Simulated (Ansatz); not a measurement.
**ClFH4N2Si: how energies converge with the basis set**

One table from this session's results is given with a row withheld; the runs are named, their logs left out.

Program: Ansatz 0.2.0, Gaussian basis. Level of theory: one geometry, several basis sets. These are calculated values, not measurements.

Levels to be run: PBE0-D4/def2-SVP; ωB97M-V/def2-SVP; PBE0-D4/def2-QZVPP; ωB97M-V/def2-QZVPP; the functionals' def2-TZVPP values are taken from earlier runs.

### The geometry

An earlier PBE0-D4 in a triple-zeta def2 set relaxation fixed the geometry.

SMILES `N[Si](N)(F)Cl`, 9 atoms, charge 0, spin multiplicity 1.

Atoms are counted from 1 here; the program's logs count them from 0.

Bond lengths: N1–Si2 1.688 Å, N1–H6 1.006 Å, N1–H7 1.007 Å, Si2–N3 1.684 Å, Si2–F4 1.593 Å, Si2–Cl5 2.053 Å, N3–H8 1.006 Å, N3–H9 1.005 Å. Angles: Si2–N1–H6 120.4°, Si2–N1–H7 120.4°, H6–N1–H7 112.2°, N1–Si2–N3 109.6°, N1–Si2–F4 104.4°, N1–Si2–Cl5 117.1°, N3–Si2–F4 116.4°, N3–Si2–Cl5 105.5°, F4–Si2–Cl5 104.2°, Si2–N3–H8 121.2°, Si2–N3–H9 121.8°, H8–N3–H9 113.1°.

Set-up of the first run:

Input file in.yaml:

```yaml
crystal:
  periodic: [false, false, false]
  atoms:
    - {symbol: N, position_ang: [-1.103438, 0.512564, -0.802398]}
    - {symbol: Si, position_ang: [0.413721, -0.007873, -0.276117]}
    - {symbol: N, position_ang: [0.278159, -0.677898, 1.262924]}
    - {symbol: F, position_ang: [0.921677, -0.982262, -1.429205]}
    - {symbol: Cl, position_ang: [1.890326, 1.411096, -0.127004]}
    - {symbol: H, position_ang: [-1.655760, 1.131665, -0.233138]}
    - {symbol: H, position_ang: [-1.287441, 0.634505, -1.784505]}
    - {symbol: H, position_ang: [-0.423915, -1.367732, 1.471865]}
    - {symbol: H, position_ang: [1.054973, -0.700365, 1.900478]}
basis:
  gaussian: {orbitals: def2-SVP}
hamiltonian: {xc: pbe0, dispersion: d4}
output: {orbitals: {seedname: orbitals}}
```

Among the steps run: PBE0-D4 in def2-SVP; ωB97M-V in def2-SVP; PBE0-D4 in def2-QZVPP; ωB97M-V in def2-QZVPP.

One of the session's tables, all rows but one given; the rest of the session is left out.

It belongs to the step «Functionals by basis». 

| functional | basis | HOMO (eV) | LUMO (eV) |
| --- | --- | --- | --- |
| PBE0-D4 | def2-SVP | -7.79 | 1.39 |
| PBE0-D4 | def2-TZVPP | ? | ? |
| PBE0-D4 | def2-QZVPP | -8.10 | 0.26 |
| ωB97M-V | def2-SVP | -10.14 | 3.02 |
| ωB97M-V | def2-TZVPP | -10.40 | 2.10 |
| ωB97M-V | def2-QZVPP | -10.47 | 1.46 |

**Question.** Estimate the row for PBE0-D4, def2-TZVPP.

**Answer.** HOMO (eV): -8.04; LUMO (eV): 0.68. In the column «HOMO (eV)» it lies between PBE0-D4, def2-QZVPP (-8.10) and PBE0-D4, def2-SVP (-7.79).
